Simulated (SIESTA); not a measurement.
Crystal: Cu3O2.

```
Cu O
1.0
    -2.02298    2.02298    3.67362
     2.02298   -2.02298    3.67362
     2.02298    2.02298   -3.67362
Cu O
3 2
Direct
  0.00000 0.00000 0.00000
  0.75000 0.25000 0.50000
  0.25000 0.75000 0.50000
  0.50000 0.00000 0.50000
  0.00000 0.50000 0.50000
```

The cell comes from a database or a generator and needn't be the stable form of this composition.

```yaml
Program: SIESTA 5.4.2
Task: single point
Functional: PBEsol
Potentials_or_basis: PseudoDojo 0.4 standard (PBEsol files)
Basis: DZP (energy shift 0.003 Ry; two zetas on semicore shells)
Grid_cutoff: 800 Ry
Energy_shift: 0.003 Ry
k_mesh: 9 × 9 × 9
Occupations: fermi-dirac, width 0.05 eV
Spin: no spin polarisation
```

On this cell: pressure -4.9 GPa; largest force under 0.003 eV/Å; band gap on the k mesh none (metal or under the smearing width).

The same run follows on a disturbed copy (atoms moved at random, drawn with an rms of 0.05 Å):

```
CELL_PARAMETERS angstrom
-2.02298 2.02298 3.67362
2.02298 -2.02298 3.67362
2.02298 2.02298 -3.67362
ATOMIC_POSITIONS crystal
Cu 0.00865 0.01412 0.02382
Cu 0.73048 0.24780 0.48821
Cu 0.26341 0.75718 0.50910
O 0.50493 0.99627 0.50101
O 0.00846 0.50308 0.50020
```

Q: What does the disturbed cell give?

A: The energy (extrapolated to zero smearing) moves by +16.4 meV/atom; pressure -4.1 GPa; largest force 1.307 eV/Å; band gap on the k mesh none (metal or under the smearing width).

Forces on the atoms (eV/Å):
```
Cu  -0.553 -0.226  0.022
Cu   0.024  0.180  1.295
Cu   0.037 -0.044 -0.678
O    0.010  0.106  0.015
O    0.480 -0.015 -0.654
```

Stress tensor (GPa, compression positive):
```
-4.91 -0.08  0.10
-0.08 -3.41  0.15
 0.10  0.15 -4.03
```

Caveats: short orbitals over semicore shells can move pressures by several GPa; the basis of atomic orbitals isn't converged, which shifts pressures, moduli and gaps; an odd number of electrons without spin polarisation forces a metal; a magnetic or distorted state may lie lower; the run has no spin polarisation, though such a crystal can be magnetic; semilocal functionals often make such compounds metallic where correlation or magnetic order opens a gap, which also shifts bond lengths.
